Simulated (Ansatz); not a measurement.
# GaSb3 in Ansatz: the effect of functional

GaSb3:

```
Sb Ga
1.0
     0.00000    3.75530    3.75530
     3.75530    0.00000    3.75530
     3.75530    3.75530    0.00000
Sb Ga
3 1
Direct
  0.50000 0.50000 0.50000
  0.75000 0.75000 0.75000
  0.25000 0.25000 0.25000
  0.00000 0.00000 0.00000
```

The cell comes from a database or a generator and needn't be the stable form of this composition.

The cell isn't the ideal one: volume scaled by 1.02.

Alike in all runs:

```yaml
Program: Ansatz 0.2.0
Task: single point
Potentials_or_basis: Ansatz PAW
k_mesh: 6 × 6 × 6
Occupations: fermi-dirac, width 0.05 eV
Spin: no spin polarisation
```

```tsv
functional	cutoff	pressure (GPa)
LDA	420 eV (not typed: the program's choice for these potentials)	-5.3
r2SCAN	500 eV (not typed: the program's choice for these potentials)	?
PBE	420 eV (not typed: the program's choice for these potentials)	-1.4
```

Problem. What does the run with functional r2SCAN give?

Solution. Pressure -2.4 GPa.

Caveats: the PAW data sets come from PBE, with cores solved anew for the run's functional, which leaves a small shift of forces and pressure (some runs).
